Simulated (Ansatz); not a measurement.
**C2H6NSbSi: geometry optimisation, by script**

Aim: a geometry optimisation, for C2H6NSbSi, run from a script.

Computed with Ansatz 0.2.0 through its Python package. Level of theory: CAM-B3LYP/def2-SVP.

### Step 1. The system

Bond lengths: Si1–C2 1.794 Å, C2–C3 1.319 Å, C3–N4 1.623 Å, C3–Sb5 2.011 Å, N4–Sb5 2.058 Å, Si1–H6 1.507 Å, Si1–H7 1.504 Å, Si1–H8 1.411 Å, C2–H9 1.124 Å, N4–H10 0.971 Å, Sb5–H11 1.747 Å. Angles (14 of 18 angles, heavy atoms first): Si1–C2–C3 119.0°, C2–C3–N4 143.8°, C2–C3–Sb5 148.2°, N4–C3–Sb5 68.0°, C3–N4–Sb5 65.0°, C3–Sb5–N4 47.0°, Si1–C2–H9 119.0°, C3–C2–H9 122.0°, C2–Si1–H6 110.3°, C2–Si1–H7 108.4°, C2–Si1–H8 111.9°, C3–N4–H10 147.7°, Sb5–N4–H10 147.3°, C3–Sb5–H11 88.9°.

The script holds or builds the structure itself.

### Step 2. Script

Input file c2h6nsbsi_opt.py:

```python
import itertools

import ansatz as az
from ase.data import atomic_numbers, covalent_radii
import numpy as np

geometry_ang = [
    ("Si", (-1.583, 0.2226, 1.0376)),
    ("C", (0.1888, 0.3958, 0.816)),
    ("C", (0.7678, -0.2126, -0.2016)),
    ("N", (2.1972, -0.4979, -0.915)),
    ("Sb", (0.5784, -1.3821, -1.8267)),
    ("H", (-2.0464, 1.0533, 2.2064)),
    ("H", (-2.2719, 0.8046, -0.1664)),
    ("H", (-1.9636, -1.1273, 1.1954)),
    ("H", (0.7752, 0.9991, 1.5617)),
    ("H", (3.1582, -0.362, -0.9092)),
    ("H", (0.2647, 0.0495, -2.7777)),
]
c2h6nsbsi = az.Crystal.molecule()
for symbol, xyz in geometry_ang:
    c2h6nsbsi = c2h6nsbsi.atom(symbol, xyz)

setup = (
    c2h6nsbsi.calculation()
    .basis(gaussian="def2-SVP")
    .functional("CAM-B3LYP")
)
symbols = [site.symbol for site in c2h6nsbsi.cartesian_sites]
start = np.array([site.position_ang for site in c2h6nsbsi.cartesian_sites], dtype=float)
def progress(event):
    if event["event"] == "relax_step":
        row = event["data"]
        print(f"step {row['step']:3d}  E = {row['lagrangian_ev']:.6f} eV  largest force component {row['allowed_force_max_ev_ang']:.4f} eV/A")


summary = setup.relax(force_tolerance=0.01).session().plan().execute(on_event=progress).report
end = np.array(summary["positions_ang"])

print(f"E = {summary['free_energy_ev']:.6f} eV = {summary['free_energy_ev'] / 27.211386246:.7f} Ha")
print("converged:", summary["converged"], " doubts:", summary["published_state_doubts"] or "none")

radius = [covalent_radii[atomic_numbers[s]] for s in symbols]
span = lambda where, i, j: np.linalg.norm(where[i] - where[j])
bonded = [(i, j) for i, j in itertools.combinations(range(len(symbols)), 2) if min(span(start, i, j), span(end, i, j)) < 1.2 * (radius[i] + radius[j])]
print("pair        before    after (A)")
for i, j in bonded:
    print(f"{symbols[i]}{i}-{symbols[j]}{j}".ljust(10), f"{span(start, i, j):8.4f} {span(end, i, j):8.4f}")
with open("c2h6nsbsi_opt.xyz", "w") as handle:
    handle.write(f"{len(symbols)}\nrelaxed C2H6NSbSi\n")
    handle.writelines(f"{s:2s} {x:11.6f} {y:11.6f} {z:11.6f}\n" for s, (x, y, z) in zip(symbols, end))
```

### Step 3. The run

On the command line:

```bash
python c2h6nsbsi_opt.py
```

**Question.** What results will this script give? Wanted: total energy; dipole moment; moves of the relaxation; energy gained; last largest force component.

As calculated:

| quantity | value |
| --- | --- |
| total energy | -18067.1309 eV |
| dipole moment | 2.13 D |
| moves of the relaxation | 24 |
| energy gained | 1.871 eV |
| last largest force component | 0.0042 eV/Å |

What this shows: After 24 moves the largest shift is 1.043 Å, of atom 7 (H). So large a move can change the bonding: the results belong to the relaxed structure. The end point is the stationary point reached from this start; no frequency run checks that it is a minimum, and the basis set is modest. def2 sets replace the cores of elements past krypton by effective core potentials.
